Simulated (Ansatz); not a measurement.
# AlFH6N2Si: one species, many methods

One table from this session's results is given with a row withheld; the runs are named, their logs left out.

Computed with Ansatz 0.2.0, Gaussian basis. Level: functionals in def2-TZVPP, the program's frozen cores in correlated methods.

Levels to be run: PBE-D4, r2SCAN-D4, PBE0-D4, B3LYP-D4, ωB97X-V, ωB97M-V, B2PLYP; CCSD(T)/def2-TZVPP; MP2/def2-QZVPP; extrapolation to the limit.

## Structure used throughout

All runs share one geometry, relaxed beforehand with PBE0-D4 in a triple-zeta def2 set.

SMILES `[NH2][Al]([F])[NH][SiH3]`, 11 atoms, charge 0, spin multiplicity 1.

Atoms are counted from 1 here; the program's logs count them from 0.

Bond lengths: N1–Al2 1.754 Å, N1–H6 1.006 Å, N1–H7 1.006 Å, Al2–F3 1.650 Å, Al2–N4 1.774 Å, N4–Si5 1.721 Å, N4–H8 1.012 Å, Si5–H9 1.490 Å, Si5–H10 1.488 Å, Si5–H11 1.490 Å. Angles: Al2–N1–H6 124.4°, Al2–N1–H7 124.8°, H6–N1–H7 110.8°, N1–Al2–F3 119.1°, N1–Al2–N4 123.1°, F3–Al2–N4 117.8°, Al2–N4–Si5 128.9°, Al2–N4–H8 115.9°, Si5–N4–H8 115.2°, N4–Si5–H9 112.7°, N4–Si5–H10 107.1°, N4–Si5–H11 112.7°, H9–Si5–H10 108.5°, H9–Si5–H11 107.2°, H10–Si5–H11 108.5°.

The first run:

in.yaml

```yaml
crystal:
  periodic: [false, false, false]
  atoms:
    - {symbol: N, position_ang: [1.144783, 1.473362, 1.048591]}
    - {symbol: Al, position_ang: [0.658053, -0.201467, 1.230220]}
    - {symbol: F, position_ang: [1.142952, -1.038865, 2.566470]}
    - {symbol: N, position_ang: [-0.341208, -1.054759, 0.037980]}
    - {symbol: Si, position_ang: [-1.003623, -0.466246, -1.437493]}
    - {symbol: H, position_ang: [1.708815, 1.976065, 1.712810]}
    - {symbol: H, position_ang: [0.900141, 2.061887, 0.270329]}
    - {symbol: H, position_ang: [-0.555825, -2.020177, 0.251007]}
    - {symbol: H, position_ang: [-2.492355, -0.515695, -1.459178]}
    - {symbol: H, position_ang: [-0.575677, 0.952585, -1.574478]}
    - {symbol: H, position_ang: [-0.520657, -1.223689, -2.625759]}
basis:
  gaussian: {orbitals: def2-TZVPP}
hamiltonian: {xc: pbe, dispersion: d4}
output: {forces: true, orbitals: {seedname: orbitals}}
```

Run with:

```sh
ansatz run in.yaml --threads 4 --pin off --events-out ev --progress --plain --max-ram 10444MiB
```

Among the steps run: PBE-D4 (GGA); r2SCAN-D4 (meta-GGA); PBE0-D4 (hybrid); B3LYP-D4 (hybrid); ωB97X-V (range-separated); ωB97M-V (range-separated); B2PLYP (double hybrid); CCSD(T) in def2-TZVPP; MP2 in def2-QZVPP.

One table of the session follows, with a row left open; its other results are not shown here.

It belongs to the step «Atomisation energies». 

| method | atomisation energy (kJ/mol) |
| --- | --- |
| PBE-D4 | 3865.4 |
| r2SCAN-D4 | 3836.1 |
| PBE0-D4 | 3799.1 |
| B3LYP-D4 | 3856.9 |
| ωB97X-V | 3875.3 |
| ωB97M-V | 3867.2 |
| B2PLYP | 3816.2 |
| HF/def2-TZVPP | 2754.7 |
| MP2/def2-TZVPP | 3802.9 |
| CCSD/def2-TZVPP | 3692.2 |
| CCSD(T)/def2-TZVPP | 3742.8 |
| MP2/CBS | 3930.5 |
| CCSD(T)/CBS | ? |

**Question.** Estimate the row for CCSD(T)/CBS.

**Answer.** atomisation energy (kJ/mol): 3870.3. In the column «atomisation energy (kJ/mol)» it lies between ωB97M-V (3867.2) and ωB97X-V (3875.3).
